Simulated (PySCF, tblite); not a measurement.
# C4H12F4O12Si8: electronic excitations, NMR shifts

What do calculations give for the electronic excitations, NMR shifts of C4H12F4O12Si8 (`C[Si@]12O[Si@]3(C)O[Si@]4(C)O[Si@](C)(O1)O[Si@]1(F)O[Si@](F)(O2)O[Si@](F)(O3)O[Si@](F)(O4)O1`)?

Computed with tblite 0.8.0 and PySCF 2.14.0 and routines of our own; the level stands in each step. Atoms count from 0.

## Step 1: The system as given

40 atoms, charge 0, multiplicity 1; geometry from: force field, distance geometry or constructed start.

## Step 2: Optimising the geometry with GFN2-xTB

The job: settings as JSON, then the geometry in Å.

```
{"job": {"kind": "relax", "xc": "GFN2-xTB", "basis": "xTB"}, "charge": 0, "multiplicity": 1}
C     -3.155700     2.005600    -1.820100
Si    -1.918200     1.129500    -0.728900
O     -0.494800     1.963100    -0.745000
Si     1.052600     2.078600    -0.221800
C      1.843300     3.603500    -0.961500
O      1.902600     0.749100    -0.692000
Si     2.068600    -0.884400    -0.631500
C      3.559500    -1.384300    -1.658800
O      0.728900    -1.612500    -1.244700
Si    -0.902600    -1.834200    -1.132900
C     -1.451000    -2.985500    -2.516200
O     -1.682100    -0.396700    -1.301000
O     -1.281200    -2.513300     0.316400
Si    -1.227900    -2.344500     1.934100
F     -1.909400    -3.649300     2.562200
O     -2.110400    -1.062100     2.444000
Si    -2.226400     0.564200     2.342700
F     -3.502600     0.991900     3.209000
O     -2.504400     1.062800     0.812100
O     -0.923600     1.303400     2.996400
Si     0.685100     1.496100     2.840400
F      1.159800     2.484600     4.005100
O      1.084400     2.209700     1.427600
O      1.480500     0.079700     3.049100
Si     1.684400    -1.411300     2.434800
F      2.749000    -2.167400     3.359800
O      2.307500    -1.367700     0.922200
O      0.301900    -2.280700     2.495600
H     -2.792900     2.066100    -2.849400
H     -4.113500     1.472700    -1.820000
H     -3.334800     3.025500    -1.459500
H      1.837700     3.545700    -2.056900
H      1.297000     4.504700    -0.669400
H      2.883000     3.703600    -0.626500
H      3.691700    -2.470700    -1.643000
H      3.424900    -1.074100    -2.703700
H      4.466100    -0.919900    -1.278500
H     -2.527900    -3.149800    -2.470400
H     -1.208000    -2.559000    -3.491400
H     -0.950900    -3.948800    -2.429300
```

Command:

```bash
$ OMP_NUM_THREADS=2 python large_run.py task.json out
```

One launch serves the whole session: the jobs run in the order shown.

Log:

```text
step      E/eV     max force
  0   -2662.97879    1.052
  1   -2663.11429    0.559
  2   -2663.22647    0.579
  3   -2663.30090    0.481
  4   -2663.32426    0.250
  5   -2663.33151    0.101
  6   -2663.33656    0.147
  7   -2663.34056    0.125
  8   -2663.34216    0.068
  9   -2663.34284    0.043
 10   -2663.34341    0.060
 11   -2663.34397    0.057
 12   -2663.34442    0.034
 13   -2663.34477    0.026
 14   -2663.34501    0.028
 15   -2663.34516    0.020
```

Wall time 0.7 s (2 threads of Arm Neoverse V2, shared host); peak memory 0.18 GiB.

The steps of the relaxation:

| step | energy from step 0 (eV) | largest force (eV/Å) |
| --- | --- | --- |
| 0 | 0.0000 | 1.0518 |
| 1 | -0.1355 | 0.5594 |
| 2 | -0.2477 | 0.5797 |
| 3 | -0.3221 | 0.4809 |
| 4 | -0.3455 | 0.2495 |
| 5 | -0.3527 | 0.1009 |
| 6 | -0.3578 | 0.1467 |
| 7 | -0.3618 | 0.1247 |
| 8 | -0.3634 | 0.0677 |
| 9 | -0.3640 | 0.0426 |
| 10 | -0.3646 | 0.0602 |
| 11 | -0.3652 | 0.0565 |
| 12 | -0.3656 | 0.0333 |
| 13 | -0.3660 | 0.0253 |
| 14 | -0.3662 | 0.0278 |
| 15 | -0.3664 | 0.0200 |

Distances of close pairs at the start and the end, largest changes first:

| bond | before (Å) | after (Å) | change (Å) |
| --- | --- | --- | --- |
| Si24–O26 | 1.636 | 1.596 | -0.040 |
| Si16–O18 | 1.634 | 1.596 | -0.037 |
| Si20–O22 | 1.632 | 1.596 | -0.036 |
| Si13–O15 | 1.638 | 1.605 | -0.033 |
| Si20–O23 | 1.638 | 1.605 | -0.033 |
| O12–Si13 | 1.627 | 1.596 | -0.031 |
| O8–Si9 | 1.650 | 1.621 | -0.029 |
| Si24–O27 | 1.634 | 1.605 | -0.029 |

The next job starts from the end point, and lists it.

## Step 3: Vibrational analysis with GFN2-xTB

The job: settings as JSON, then the geometry in Å.

```
{"job": {"kind": "ir", "xc": "GFN2-xTB", "basis": "xTB"}, "charge": 0, "multiplicity": 1}
C     -3.145380     1.996739    -1.802651
Si    -1.892382     1.113267    -0.710838
O     -0.494740     1.933882    -0.715625
Si     1.040755     2.049502    -0.210336
C      1.834958     3.586565    -0.951971
O      1.876173     0.735618    -0.660316
Si     2.043464    -0.875914    -0.618124
C      3.537910    -1.380381    -1.645980
O      0.713273    -1.591111    -1.206439
Si    -0.889986    -1.812472    -1.118043
C     -1.443568    -2.971476    -2.494447
O     -1.657353    -0.392228    -1.263214
O     -1.263565    -2.481431     0.321844
Si    -1.206396    -2.295912     1.905971
F     -1.874995    -3.587245     2.540783
O     -2.076839    -1.047804     2.417138
Si    -2.181313     0.549958     2.302735
F     -3.437655     0.971944     3.175250
O     -2.470836     1.043896     0.812830
O     -0.914385     1.281234     2.963714
Si     0.671220     1.460196     2.789310
F      1.134867     2.430963     3.955584
O      1.064486     2.172414     1.416179
O      1.457867     0.080023     3.019321
Si     1.646531    -1.385367     2.392247
F      2.697016    -2.128834     3.320266
O      2.273192    -1.352835     0.924724
O      0.295224    -2.248053     2.470949
H     -2.791437     2.058334    -2.825864
H     -4.095962     1.474851    -1.811052
H     -3.327001     3.007054    -1.452919
H      1.835990     3.537412    -2.035420
H      1.299657     4.483773    -0.661110
H      2.862925     3.694695    -0.623586
H      3.680118    -2.455436    -1.631033
H      3.417098    -1.075983    -2.679994
H      4.445652    -0.922176    -1.269064
H     -2.513838    -3.141970    -2.456635
H     -1.207683    -2.556385    -3.468187
H     -0.953061    -3.935488    -2.416906
```

Log:

```text
mode    cm-1     km/mol
  1      57.0      0.00
  2      58.3      0.00
  3      61.6      0.00
  4      63.3      0.00
  5      66.6      0.00
  6      70.2      0.00
  7      71.8      0.00
  8      71.8      0.00
  9      72.4      0.00
 10      72.6      0.00
 11      75.2      1.94
 12      79.4      0.00
 13     113.5      0.70
 14     113.6      0.70
 15     114.2      0.00
 16     134.5      0.26
 17     134.6      0.25
 18     139.7      0.82
 19     141.0      0.42
 20     141.1      0.44
 21     145.1      0.00
 22     149.4      0.00
 23     168.1      0.00
 24     171.7      2.95
 25     171.8      2.89
 26     177.2     10.22
 27     179.3      0.01
 28     182.4      5.85
 29     182.5      5.93
 30     198.8      0.00
 31     235.0      0.00
 32     237.6      0.00
 33     238.0      0.00
 34     238.1      0.01
 35     241.5      0.00
 36     290.5     17.77
 37     290.6     17.76
 38     298.8      7.00
 39     298.8      7.03
 40     300.5      0.00
 41     301.6      0.01
 42     305.7    278.84
 43     311.8    312.30
 44     311.8    312.94
 45     345.4     33.97
 46     350.8     23.84
 47     350.9      0.02
 48     378.0      0.12
 49     378.0      0.12
 50     379.3      1.99
 51     473.2     18.73
 52     533.9    278.41
 53     534.0    278.49
 54     542.4    304.71
 55     620.3      0.29
 56     620.8     65.24
 57     621.0     65.57
 58     674.3      0.00
 59     732.3     63.87
 60     734.4      4.76
 61     734.5      4.93
 62     778.8      0.08
 63     796.1    126.50
 64     796.2    127.20
 65     799.0      0.01
 66     812.4      0.01
 67     816.1    102.46
 68     828.0      2.07
 69     828.8    103.87
 70     828.8    104.03
 71     847.2      0.12
 72     847.2      0.10
 73     858.7    165.06
 74     858.9      0.06
 75     889.1      0.00
 76     905.1    252.30
 77     905.2    252.30
 78     925.0    231.28
 79     963.6      0.01
 80    1005.2      0.09
 81    1006.6    153.14
 82    1006.7    153.55
 83    1048.1      0.01
 84    1102.0      0.01
 85    1128.4    645.85
 86    1128.6    645.62
 87    1149.6      0.21
 88    1162.8   2458.82
 89    1171.5   1741.23
 90    1171.6   1741.79
 91    1370.4      9.54
 92    1370.7     55.38
 93    1370.9     62.30
 94    1371.5     58.77
 95    1458.3      0.03
 96    1458.6      0.01
 97    1459.1      3.87
 98    1459.2      3.65
 99    1459.8      3.36
100    1459.9      2.89
101    1460.3      7.97
102    1460.9      0.06
103    3059.2     12.41
104    3059.5      1.18
105    3060.0     22.58
106    3060.4     17.89
107    3060.4     13.94
108    3060.8      0.98
109    3061.2     22.82
110    3061.3      6.63
111    3061.6      0.43
112    3062.0      1.93
113    3062.4      0.24
114    3062.8      1.22
```

It took 9.7 s on 2 threads of Arm Neoverse V2, shared host; peak memory 0.18 GiB.

Which atoms move in the most intense modes:

| cm⁻¹ | km/mol | atoms |
| --- | --- | --- |
| 312 | 312.9 | Si3 11 %, Si9 11 % |
| 312 | 312.3 | Si1 11 %, Si6 11 % |
| 542 | 304.7 |  |
| 1128 | 645.9 | O18 21 %, O26 20 %, O5 10 %, O11 10 % |
| 1129 | 645.6 | O22 21 %, O12 20 %, O2 10 %, O8 10 % |
| 1163 | 2458.8 | O12 18 %, O26 18 %, O22 18 %, O18 18 % |
| 1172 | 1741.2 | O27 26 %, O19 25 % |
| 1172 | 1741.8 | O23 26 %, O15 25 % |

## Step 4: Electronic excitations: TDA CAM-B3LYP/6-31G*

Settings changed since step 3:

```diff
@@ -1,2 +1,2 @@
-{"job": {"kind": "ir", "xc": "GFN2-xTB", "basis": "xTB"}, "charge": 0, "multiplicity": 1}
+{"job": {"kind": "uv", "basis": "6-31G*", "grid": 1, "kgrid": 0, "vcut": 1.5, "nstates": 6, "ntriplets": 2, "tda": true, "delta": ["ip_vertical"], "pop": true, "xc": "CAM-B3LYP"}, "charge": 0, "multiplicity": 1}
 C     -3.145380     1.996739    -1.802651
```

Method: TDA CAM-B3LYP/6-31G*, vertical, gas phase, core orbitals frozen in the response, virtual orbitals cut by energy.

Log:

```text
start: PBE on a coarse grid of 39772 points
cycle   1  E = -3775.1402256037  dE =  6.198e+00  |g| = 2.820e+00  |ddm| = 7.383e+00
cycle   2  E = -3772.3252627299  dE =  2.815e+00  |g| = 4.759e+00  |ddm| = 5.609e+00
cycle   3  E = -3776.5943683892  dE = -4.269e+00  |g| = 2.834e-01  |ddm| = 3.809e+00
cycle   4  E = -3776.6061039693  dE = -1.174e-02  |g| = 1.796e-01  |ddm| = 4.020e-01
cycle   5  E = -3776.6130650832  dE = -6.961e-03  |g| = 4.269e-02  |ddm| = 1.568e-01
cycle   6  E = -3776.6133968836  dE = -3.318e-04  |g| = 9.703e-03  |ddm| = 3.613e-02
final grid: 169237 points
cycle   7  E = -3778.6881504048  dE = -1.948e-02  |g| = 1.724e-01  |ddm| = 4.655e-01
cycle   8  E = -3778.6874734957  dE =  6.769e-04  |g| = 1.827e-01  |ddm| = 2.258e-01
cycle   9  E = -3778.6931228079  dE = -5.649e-03  |g| = 1.107e-02  |ddm| = 1.199e-01
cycle  10  E = -3778.6931427508  dE = -1.994e-05  |g| = 5.400e-03  |ddm| = 1.179e-02
cycle  11  E = -3778.6931441225  dE = -1.372e-06  |g| = 1.288e-03  |ddm| = 4.575e-03
cycle  12  E = -3778.6931452318  dE = -1.109e-06  |g| = 1.668e-04  |ddm| = 1.100e-03
cycle  13  E = -3778.6931478331  dE = -2.601e-06  |g| = 7.344e-05  |ddm| = 2.224e-04
converged SCF energy = -3778.6931478331
Vertical ionisation energy (delta-SCF) = 11.3470 eV   <S^2> = 0.755

Static polarisability (au): isotropic 175.103, principal 173.752 175.761 175.797

Singlet excitations
state   eV       nm        f      main configurations
  1   8.1593    152.0   0.00000   H->L 0.91
  2   8.8751    139.7   0.01490   H-6->L 0.57, H-2->L 0.16, H-7->L 0.15
  3   8.8756    139.7   0.01538   H-7->L 0.57, H-1->L 0.17, H-6->L 0.15
  4   8.8977    139.3   0.00000   H-5->L 0.73, H-9->L 0.13
  5   8.9664    138.3   0.12550   H-1->L 0.41, H-2->L 0.34, H-6->L 0.12
  6   8.9668    138.3   0.12497   H-2->L 0.41, H-1->L 0.34, H-7->L 0.13

Triplet excitations (Tamm-Dancoff, eV): 7.9718 8.5529
```

It took 4 min on 2 threads of Arm Neoverse V2, shared host; peak memory 1.8 GiB.

The orbitals next to the gap, with their largest atomic shares:

| orbital | eV | atoms |
| --- | --- | --- |
| HOMO−4 | -11.33 | C0 10 %, C4 10 %, C10 10 % |
| HOMO−3 | -11.00 | C0 13 %, C4 13 %, C10 13 % |
| HOMO−2 | -10.90 | C7 21 %, C0 21 %, Si6 8 % |
| HOMO−1 | -10.90 | C10 21 %, C4 21 %, Si9 8 % |
| HOMO | -10.80 | O11 12 %, O2 12 %, O8 12 % |
| LUMO | 0.53 | Si24 10 %, Si13 10 %, Si16 10 % |
| LUMO+1 | 2.46 | Si6 10 %, Si9 10 %, Si3 10 % |
| LUMO+2 | 2.48 | Si1 8 %, Si3 8 %, Si9 8 % |
| LUMO+3 | 2.48 | Si9 8 %, Si1 8 %, Si3 8 % |

With each of the 6 states as a Gaussian band of 0.4 eV half-width at 1/e, the curve within the window shown has maxima at 139 nm (ε 11,000) L/(mol cm). Beyond the last state computed it falls off for lack of states. The curve at chosen wavelengths:

(nm, ε (L/mol/cm)): (134, 6245), (135, 7895), (136, 9394), (138, 11196), (139, 11271), (140, 10782), (141, 9823), (142, 8541), (144, 5657), (145, 4326), (146, 3181), (147, 2253), (148, 1540), (150, 650), (151, 403), (152, 242), (153, 141), (154, 80), (156, 24), (157, 13), (158, 7), (159, 3), (160, 2), (162, 0), (163, 0), (164, 0)

Further results of this job:

| property | computed |
| --- | --- |
| dipole moment (D) | 6.82 |
| polarisability (Å³) | 25.95 |
| HOMO–LUMO gap (eV) | 11.33 |
| −ε(HOMO) (eV) | 10.80 |

## Step 5: NMR shifts: GIAO KT3/pcSseg-1

Settings changed since step 4:

```diff
@@ -1,2 +1,2 @@
-{"job": {"kind": "uv", "basis": "6-31G*", "grid": 1, "kgrid": 0, "vcut": 1.5, "nstates": 6, "ntriplets": 2, "tda": true, "delta": ["ip_vertical"], "pop": true, "xc": "CAM-B3LYP"}, "charge": 0, "multiplicity": 1}
+{"job": {"kind": "nmr", "xc": "KT3", "basis": "pcSseg-1", "pop": false}, "charge": 0, "multiplicity": 1}
 C     -3.145380     1.996739    -1.802651
```

With the program's defaults for keys left out, this is: GIAO KT3/pcSseg-1 NMR shielding, non-relativistic, gas phase.

Log:

```text
start: PBE on a coarse grid of 39772 points
cycle   1  E = -3774.4096714782  dE =  6.092e+00  |g| = 2.988e+00  |ddm| = 7.393e+00
cycle   2  E = -3771.3887264924  dE =  3.021e+00  |g| = 5.053e+00  |ddm| = 5.293e+00
cycle   3  E = -3775.8937413078  dE = -4.505e+00  |g| = 2.987e-01  |ddm| = 3.757e+00
cycle   4  E = -3775.9039435292  dE = -1.020e-02  |g| = 2.087e-01  |ddm| = 3.969e-01
cycle   5  E = -3775.9131560090  dE = -9.212e-03  |g| = 4.292e-02  |ddm| = 1.596e-01
cycle   6  E = -3775.9134465694  dE = -2.906e-04  |g| = 1.256e-02  |ddm| = 3.411e-02
cycle   7  E = -3775.9134782320  dE = -3.166e-05  |g| = 3.535e-03  |ddm| = 1.065e-02
final grid: 346574 points
cycle   8  E = -3816.3070361015  dE = -6.837e-02  |g| = 5.669e-01  |ddm| = 8.892e-01
cycle   9  E = -3816.2534165907  dE =  5.362e-02  |g| = 7.633e-01  |ddm| = 7.787e-01
cycle  10  E = -3816.3430494689  dE = -8.963e-02  |g| = 1.349e-01  |ddm| = 5.473e-01
cycle  11  E = -3816.3453810659  dE = -2.332e-03  |g| = 3.277e-02  |ddm| = 1.028e-01
cycle  12  E = -3816.3455756370  dE = -1.946e-04  |g| = 3.213e-03  |ddm| = 2.139e-02
cycle  13  E = -3816.3455772118  dE = -1.575e-06  |g| = 9.114e-04  |ddm| = 3.950e-03
cycle  14  E = -3816.3455757892  dE =  1.423e-06  |g| = 4.027e-04  |ddm| = 9.551e-04
cycle  15  E = -3816.3455790933  dE = -3.304e-06  |g| = 9.945e-05  |ddm| = 3.479e-04
converged SCF energy = -3816.3455790933

GIAO shielding tensors (ppm)
atom      isotropic    diamagn.    paramagn.     s11        s22        s33       span
  0 C      187.478     257.550     -70.071    182.170    182.645    197.621     15.451
  1 Si     434.436     898.206    -463.771    407.823    412.134    483.350     75.528
  2 O      212.807     419.926    -207.119    177.087    191.512    269.823     92.736
  3 Si     434.438     898.201    -463.763    407.789    412.177    483.348     75.559
  4 C      187.460     257.544     -70.084    182.160    182.611    197.610     15.450
  5 O      212.729     419.917    -207.188    176.984    191.429    269.775     92.790
  6 Si     434.437     898.203    -463.766    407.878    412.103    483.330     75.452
  7 C      187.444     257.539     -70.094    182.137    182.593    197.603     15.466
  8 O      212.750     419.923    -207.174    177.026    191.442    269.781     92.756
  9 Si     434.436     898.197    -463.761    407.817    412.155    483.337     75.520
 10 C      187.461     257.547     -70.086    182.155    182.607    197.621     15.466
 11 O      212.731     419.920    -207.189    177.002    191.440    269.750     92.748
 12 O      227.259     415.270    -188.011    198.504    202.454    280.819     82.315
 13 Si     472.334     892.730    -420.396    464.241    472.151    480.610     16.368
 14 F      336.305     465.931    -129.626    295.112    297.075    416.727    121.615
 15 O      241.043     411.645    -170.602    207.103    230.577    285.448     78.344
 16 Si     472.319     892.734    -420.415    464.287    472.088    480.581     16.294
 17 F      336.274     465.931    -129.657    295.062    297.038    416.723    121.660
 18 O      227.268     415.291    -188.023    198.513    202.448    280.843     82.330
 19 O      241.043     411.620    -170.577    207.134    230.622    285.373     78.239
 20 Si     472.328     892.733    -420.405    464.268    472.119    480.597     16.330
 21 F      336.283     465.924    -129.641    295.086    297.049    416.714    121.628
 22 O      227.225     415.283    -188.058    198.501    202.386    280.788     82.287
 23 O      241.053     411.644    -170.591    207.119    230.590    285.449     78.330
 24 Si     472.342     892.731    -420.389    464.296    472.137    480.592     16.296
 25 F      336.290     465.929    -129.639    295.103    297.077    416.691    121.588
 26 O      227.263     415.277    -188.014    198.493    202.513    280.783     82.290
 27 O      241.081     411.658    -170.578    207.202    230.608    285.433     78.231
 28 H       31.696      34.160      -2.464     26.931     29.615     38.542     11.611
 29 H       31.609      31.211       0.398     26.654     29.368     38.806     12.153
 30 H       31.610      31.221       0.390     26.654     29.373     38.804     12.149
 31 H       31.693      34.148      -2.454     26.929     29.609     38.541     11.613
 32 H       31.607      31.212       0.395     26.651     29.372     38.799     12.148
 33 H       31.605      31.207       0.398     26.651     29.365     38.800     12.148
 34 H       31.607      31.207       0.400     26.653     29.364     38.806     12.153
 35 H       31.689      34.154      -2.464     26.926     29.610     38.531     11.604
 36 H       31.608      31.213       0.395     26.652     29.373     38.800     12.148
 37 H       31.610      31.219       0.391     26.655     29.374     38.802     12.147
 38 H       31.694      34.155      -2.462     26.928     29.614     38.540     11.612
 39 H       31.610      31.209       0.400     26.655     29.368     38.806     12.150
```

Wall time 35 s (2 threads of Arm Neoverse V2, shared host); peak memory 1.3 GiB.

Shifts follow as δ = σ(reference) − σ, with reference shieldings (ppm) from runs at the same level and on the same kind of geometry: $^{1}$H TMS 31.76, $^{13}$C TMS 184.7, $^{29}$Si TMS 361.7, $^{19}$F CFCl3 142.4, $^{17}$O H2O 330.8. The references are single molecules in the gas phase, so shifts against H2O, NH3, PH3, H3PO4 or CFCl3 are not on the usual liquid scales and can be off by tens of ppm. Atoms listed in one row are averaged.

| atoms | environment | σ (ppm) | δ (ppm) |
| --- | --- | --- | --- |
| C0, C4, C7, C10 | methyl carbon bonded to Si | 187.5 | -2.7 |
| H28, H29, H30, H31, H32 and 7 more | hydrogen on a methyl carbon bonded to Si | 31.64 | 0.12 |
| Si1, Si3, Si6, Si9 | silicon bonded to C, 3 O, in a 8-membered ring | 434.4 | -72.8 |
| Si13, Si16, Si20, Si24 | silicon bonded to F, 3 O, in a 8-membered ring | 472.3 | -110.7 |
| O2, O5, O8, O11 | oxygen bonded to 2 Si, in a 8-membered ring | 212.8 | 118.0 |
| O12, O18, O22, O26 | oxygen bonded to 2 Si, in a 8-membered ring | 227.3 | 103.5 |
| O15, O19, O23, O27 | oxygen bonded to 2 Si, in a 8-membered ring | 241.1 | 89.7 |
| F14, F17, F21, F25 | fluorine bonded to Si | 336.3 | -193.9 |

Ring of atoms Si1, O2, Si3, O5, Si6, O8, Si9, O11: NICS(0) -0.8, NICS(1) -0.5, NICS(1)zz 3.4 ppm (means of both faces).

Ring of atoms Si1, O2, Si3, Si16, O18, O19, Si20, O22: NICS(0) -1.2, NICS(1) -0.7, NICS(1)zz 3.0 ppm (means of both faces).

Ring of atoms Si13, O15, Si16, O19, Si20, O23, Si24, O27: NICS(0) -1.6, NICS(1) -1.0, NICS(1)zz 2.7 ppm (means of both faces).

## Step 6: Results

| quantity | value |
| --- | --- |
| strongest single infrared mode (GFN2-xTB) | 1163 cm⁻¹, 2459 km/mol |
| zero-point energy (GFN2-xTB) | 139.7 kcal/mol |
| lowest singlet (CAM-B3LYP/6-31G*) | 8.16 eV (152 nm), f = 0.000 |
| brightest single state of those computed | state 5, 8.97 eV, f = 0.126 |
| lowest triplet | 7.97 eV |
| $^{13}$C shifts against TMS (KT3/pcSseg-1, means over atoms taken as alike) | -2.7 ppm |
| $^{1}$H shifts against TMS (KT3/pcSseg-1, means over atoms taken as alike) | 0.12 ppm |
| $^{29}$Si shifts against TMS (KT3/pcSseg-1, means over atoms taken as alike) | -72.8, -110.7 ppm |
| $^{17}$O shifts against H2O (KT3/pcSseg-1, means over atoms taken as alike) | 118.0, 103.5, 89.7 ppm |
| $^{19}$F shifts against CFCl3 (KT3/pcSseg-1, means over atoms taken as alike) | -193.9 ppm |

In words: No mode is imaginary among the 114: a minimum at this level. The strongest single mode, at 1163 cm⁻¹, has its largest shares on O12, O26, O22 and O18 (the list is cut at 4 atoms). GFN2-xTB is a fitted tight-binding method: band positions and strengths are rough. Its intensities can rank the bands wrongly. The first singlet state (HOMO→LUMO 0.91) lies at 8.16 eV and is dark; of the 6 states computed, the strongest absorption comes from states 5 to 6 together at 8.97 eV (the last computed, so partners may be missing). The lowest triplet lies 0.19 eV below the lowest singlet. The basis of CAM-B3LYP/6-31G* has no diffuse functions, so Rydberg states are missing and the high states are unreliable. At KT3/pcSseg-1: The widest tensor belongs to F14, F17, F21, F25: span 122 ppm, with a paramagnetic part of -130 ppm.
